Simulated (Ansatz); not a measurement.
# C2H6SSi: one species, many methods

One table from this session's results is given with a row withheld; the runs are named, their logs left out.

The runs use Ansatz 0.2.0, Gaussian basis; functionals in def2-TZVPP, the program's frozen cores in correlated methods.

Plan: LDA (SPW92), PBE-D4, revPBE-D4, BLYP-D4, r2SCAN-D4, B97M-V, PBE0-D4, B3LYP-D4, r2SCANh-D4, r2SCAN0-D4, HSE06-D4, BHLYP-D4, CAM-B3LYP-D4, LC-ωPBE, ωB97X-V, ωB97M-V, B2PLYP, PBE-QIDH; CCSD(T)/def2-SVP; CCSD(T)/def2-TZVPP; MP2/def2-QZVPP; extrapolation to the limit; RPA on PBE.

### Structure used throughout

The geometry comes from an earlier relaxation with PBE0-D4 in a triple-zeta def2 set; it is a stationary point, not always the lowest conformer.

SMILES `S[SiH]1CC1`, 10 atoms, charge 0, spin multiplicity 1.

Atoms are counted from 1 here; the program's logs count them from 0.

Bond lengths: S1–Si2 2.121 Å, S1–H5 1.345 Å, Si2–C3 1.842 Å, Si2–C4 1.840 Å, Si2–H6 1.478 Å, C3–C4 1.548 Å, C3–H7 1.086 Å, C3–H8 1.085 Å, C4–H9 1.085 Å, C4–H10 1.085 Å. Angles: Si2–S1–H5 95.3°, S1–Si2–C3 120.4°, S1–Si2–C4 116.4°, S1–Si2–H6 115.5°, C3–Si2–C4 49.7°, C3–Si2–H6 119.2°, C4–Si2–H6 119.5°, Si2–C3–C4 65.1°, Si2–C3–H7 119.1°, Si2–C3–H8 119.1°, C4–C3–H7 116.3°, C4–C3–H8 116.0°, H7–C3–H8 113.0°, Si2–C4–C3 65.2°, Si2–C4–H9 119.1°, Si2–C4–H10 119.4°, C3–C4–H9 116.0°, C3–C4–H10 116.4° and more.

The first run:

Contents of in.yaml:

```yaml
crystal:
  periodic: [false, false, false]
  atoms:
    - {symbol: S, position_ang: [-1.034858, 1.470506, -1.697630]}
    - {symbol: Si, position_ang: [-0.617348, 0.514951, 0.149194]}
    - {symbol: C, position_ang: [0.277741, -1.094896, 0.184279]}
    - {symbol: C, position_ang: [1.150818, 0.144620, 0.498754]}
    - {symbol: H, position_ang: [-2.182423, 0.807455, -1.923986]}
    - {symbol: H, position_ang: [-1.523715, 0.860077, 1.264050]}
    - {symbol: H, position_ang: [0.101700, -1.779996, 1.007856]}
    - {symbol: H, position_ang: [0.489660, -1.601801, -0.751131]}
    - {symbol: H, position_ang: [1.900135, 0.398896, -0.243524]}
    - {symbol: H, position_ang: [1.521290, 0.229088, 1.515136]}
basis:
  gaussian: {orbitals: def2-TZVPP}
hamiltonian: {xc: lda}
output: {orbitals: {seedname: orbitals}}
```

Started as:

```sh
$ ansatz run in.yaml --threads 2 --pin off --events-out ev --progress --plain --max-ram 4352MiB
```

Among the steps run: LDA; PBE-D4 (GGA); revPBE-D4 (GGA); BLYP-D4 (GGA); r2SCAN-D4 (meta-GGA); B97M-V (meta-GGA); PBE0-D4 (hybrid); B3LYP-D4 (hybrid); r2SCANh-D4 (hybrid); r2SCAN0-D4 (hybrid); HSE06-D4 (hybrid); BHLYP-D4 (hybrid); CAM-B3LYP-D4 (range-separated); LC-ωPBE (range-separated); ωB97X-V (range-separated); ωB97M-V (range-separated); B2PLYP (double hybrid); PBE-QIDH (double hybrid).

One table of the session follows, with a row left open; its other results are not shown here.

It belongs to the step «Frontier levels by functional». 

| functional | HOMO (eV) | gap (eV) |
| --- | --- | --- |
| LDA (SPW92) | -5.91 | 5.03 |
| PBE-D4 | -5.78 | 5.07 |
| revPBE-D4 | -5.73 | 5.09 |
| BLYP-D4 | -5.63 | 5.04 |
| r2SCAN-D4 | -5.99 | 5.55 |
| B97M-V | -6.03 | 5.52 |
| PBE0-D4 | -6.91 | 7.07 |
| B3LYP-D4 | -6.70 | 6.65 |
| r2SCANh-D4 | -6.41 | 6.28 |
| r2SCAN0-D4 | -7.04 | 7.37 |
| HSE06-D4 | -6.51 | 6.30 |
| BHLYP-D4 | -7.92 | 8.98 |
| CAM-B3LYP-D4 | -8.21 | 9.40 |
| LC-ωPBE | -9.55 | 11.87 |
| ωB97X-V | -9.20 | 11.39 |
| ωB97M-V | ? | ? |

Q: Estimate the row for ωB97M-V from the others.

The run gave: HOMO (eV): -9.05; gap (eV): 10.98. In the column «HOMO (eV)» it lies between ωB97X-V (-9.20) and CAM-B3LYP-D4 (-8.21).
